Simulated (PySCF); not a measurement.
# H2O2Tl (Tl(OH)2+): the cost of one run

The runs use PySCF 2.14.0; PBE, Tl def2-SVP with ECP60, O def2-SVP, H def2-SVP; scalar-relativistic core potentials, no spin–orbit coupling.

3 further runs of the same task are left out: 2 for a known fault of the program, 1 that didn't finish.

## 1. Starting geometry

5 atoms, charge 1, spin multiplicity 1.

Bond lengths: Tl1–O2 2.012 Å, Tl1–O4 2.012 Å, O2–H3 0.990 Å, O4–H5 0.990 Å. Angles: O2–Tl1–O4 167.8°, Tl1–O2–H3 109.3°, Tl1–O4–H5 109.3°.

Geometry (Å):

```xyz
5
H2O2Tl
Tl    0.0000    0.0000    0.6932
O     1.9902    0.2015    0.9062
H     2.4456   -0.1968    0.1231
O    -1.9902   -0.2015    0.9062
H    -2.4456    0.1968    0.1231
```

Formal oxidation states: Tl +3. An earlier session relaxed this geometry at PBE, Tl def2-SVP with ECP60, O def2-SVP, H def2-SVP (singlet, point group C2).

Its energy there is -323.601018 Eh.

## 2. Atoms moved at random, σ = 0.15 Å

Input file run.py (the lines that set the calculation):

```python
mol = gto.M(atom='''
Tl     0.21644     0.19629     0.81744
O      2.03477    -0.27977     0.69195
H      2.14989    -0.10983     0.05904
O     -1.93996    -0.13592     1.04162
H     -2.46115     0.32923     0.14174''',
    basis={'Tl': 'def2-SVP', 'O': 'def2-SVP', 'H': 'def2-SVP'},
    ecp={'Tl': 'def2-SVP'},
    charge=1, spin=0)
mf = dft.RKS(mol, xc='PBE')
mf.grids.atom_grid = (50, 194)
mf = mf.density_fit()  # fitting sets: Tl def2-universal-JKFIT, O def2-universal-JKFIT, H def2-universal-JKFIT
mf.conv_tol = 1e-08; mf.max_cycle = 55
mf.kernel(dm0)  # dm0: the density of the relaxed state
```

Command:

```bash
$ OMP_NUM_THREADS=2 python run.py
```

**Question.** How long does this run take on 2 threads of Arm Neoverse V1, shared host?

About 1.7 s.
